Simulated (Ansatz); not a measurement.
# C₃H₄BFO₃: small, medium and large basis sets

One table from this session's results is given with a row withheld; the runs are named, their logs left out.

Method: one geometry, several basis sets; program: Ansatz 0.2.0, Gaussian basis.

Plan: PBE0-D4/def2-SVP; ωB97M-V/def2-SVP; PBE0-D4/def2-QZVPP; ωB97M-V/def2-QZVPP; the functionals' def2-TZVPP values are taken from earlier runs.

**Structure used throughout**

All runs share one geometry, relaxed beforehand with PBE0-D4 in a triple-zeta def2 set.

12 atoms, charge 0, spin multiplicity 1.

Atoms are counted from 1 here; the program's logs count them from 0.

Bond lengths: O1–B2 1.385 Å, O1–H9 0.957 Å, B2–F3 1.360 Å, B2–O4 1.548 Å, B2–O8 1.548 Å, O4–C5 1.269 Å, C5–C6 1.384 Å, C5–H10 1.091 Å, C6–C7 1.384 Å, C6–H11 1.079 Å, C7–O8 1.269 Å, C7–H12 1.091 Å. Angles: B2–O1–H9 114.2°, O1–B2–F3 114.5°, O1–B2–O4 111.4°, O1–B2–O8 111.4°, F3–B2–O4 106.8°, F3–B2–O8 106.8°, O4–B2–O8 105.4°, B2–O4–C5 121.6°, O4–C5–C6 123.8°, O4–C5–H10 115.3°, C6–C5–H10 120.8°, C5–C6–C7 116.7°, C5–C6–H11 121.4°, C7–C6–H11 121.4°, C6–C7–O8 123.8°, C6–C7–H12 120.8°, O8–C7–H12 115.3°, B2–O8–C7 121.6°.

Set-up of the first run:

in.yaml reads:

```yaml
crystal:
  periodic: [false, false, false]
  atoms:
    - {symbol: O, position_ang: [-0.611266, 0.527255, 2.395067]}
    - {symbol: B, position_ang: [0.199980, 0.255560, 1.306370]}
    - {symbol: F, position_ang: [1.530504, 0.239237, 1.585769]}
    - {symbol: O, position_ang: [-0.006008, 1.291928, 0.174739]}
    - {symbol: C, position_ang: [0.125306, 0.975991, -1.047418]}
    - {symbol: C, position_ang: [0.214067, -0.328768, -1.501293]}
    - {symbol: C, position_ang: [-0.003576, -1.328142, -0.568507]}
    - {symbol: O, position_ang: [-0.140835, -1.116480, 0.675337]}
    - {symbol: H, position_ang: [-1.546626, 0.536965, 2.194007]}
    - {symbol: H, position_ang: [0.117661, 1.812240, -1.748581]}
    - {symbol: H, position_ang: [0.314289, -0.552743, -2.551873]}
    - {symbol: H, position_ang: [-0.116496, -2.368042, -0.879715]}
basis:
  gaussian: {orbitals: def2-SVP}
hamiltonian: {xc: pbe0, dispersion: d4}
output: {orbitals: {seedname: orbitals}}
```

Launch:

```sh
$ ansatz run in.yaml --threads 4 --pin off --events-out ev --progress --plain --max-ram 11315MiB
```

Among the steps run: PBE0-D4 in def2-SVP; ωB97M-V in def2-SVP; PBE0-D4 in def2-QZVPP; ωB97M-V in def2-QZVPP.

One of the session's tables, all rows but one given; the rest of the session is left out.

It belongs to the step «Density functionals: the series». 

```
functional       basis  HOMO (eV)  LUMO (eV)
   PBE0-D4    def2-SVP          ?          ?
   PBE0-D4  def2-TZVPP      -8.11      -2.61
   PBE0-D4  def2-QZVPP      -8.13      -2.65
   ωB97M-V    def2-SVP     -10.20      -0.32
   ωB97M-V  def2-TZVPP     -10.25      -0.45
   ωB97M-V  def2-QZVPP     -10.27      -0.50
```

Estimate the missing values for PBE0-D4, def2-SVP.

As computed: HOMO (eV): -8.08; LUMO (eV): -2.54. In the column «HOMO (eV)» it is the highest.
